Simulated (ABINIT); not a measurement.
Set up this calculation in ABINIT 10.8.3 (patched build), as the native input.

- Task: single point
- Functional: PBE
- Potentials or basis: JTH PAW PBE v2.0
- Cutoff: 707 eV
- k mesh: 9 × 9 × 9
- Occupations: fermi-dirac, width 0.05 eV
- Spin: no spin polarisation
- Fine-grid cutoff: 1306.15 eV

Ge2N:

```xyz
3
Lattice="-2.1086 2.1086 2.7017 2.1086 -2.1086 2.7017 2.1086 2.1086 -2.7017" Properties=species:S:1:pos:R:3 pbc="T T T"
Ge    2.1086    0.0000    0.0000
Ge    0.0000    2.1086    0.0000
N     0.0000    0.0000    2.7017
```

The cell was built by a generator and needn't be a form met in nature.

One way to write it, as run:

run.abi

```
# Pseudopotentials
pp_dirpath "./"
pseudos "Ge.GGA_PBE-JTH.xml, N.GGA_PBE-JTH.xml"

# Structure
acell 7.6039624809 7.6039624809 7.6039624809
rprim
    -0.5240188684     0.5240188684     0.6714227067
     0.5240188684    -0.5240188684     0.6714227067
     0.5240188684     0.5240188684    -0.6714227067
ntypat 2
znucl 32 7
natom 3
typat 1 1 2
xred
     0.0000000000     0.5000000000     0.5000000000
     0.5000000000     0.0000000000     0.5000000000
     0.5000000000     0.5000000000     0.0000000000

# Plane-wave basis
ecut 707.496042 eV
pawecutdg 48.0
pawxcdev 0

# k points
kptopt 1
ngkpt 9 9 9
nshiftk 1
shiftk 0.0 0.0 0.0

# Exchange and correlation
ixc 11

# Bands and occupations
nband 21
occopt 3
tsmear 0.00183747

# SCF cycle
nstep 100
tolvrs 1.0e-9

# Output
iomode 3
prtwf 0
prtden 0
prteig 0
prtebands 0
enunit 1
```

Potentials or basis: JTH PAW PBE v2.0.

Command:

```console
$ abinit run.abi > log 2>&1
```

Results of the run:

```json
{
  "Pressure": "0.2 GPa",
  "Band gap on the k mesh": "none (metal or under the smearing width)",
  "Valence electrons inside the program's atomic spheres": "Ge 12.21; N 2.50"
}
```

It took 2.6 min on 1 thread of Arm Neoverse V2, with other jobs on the host, peak memory 0.21 GiB.
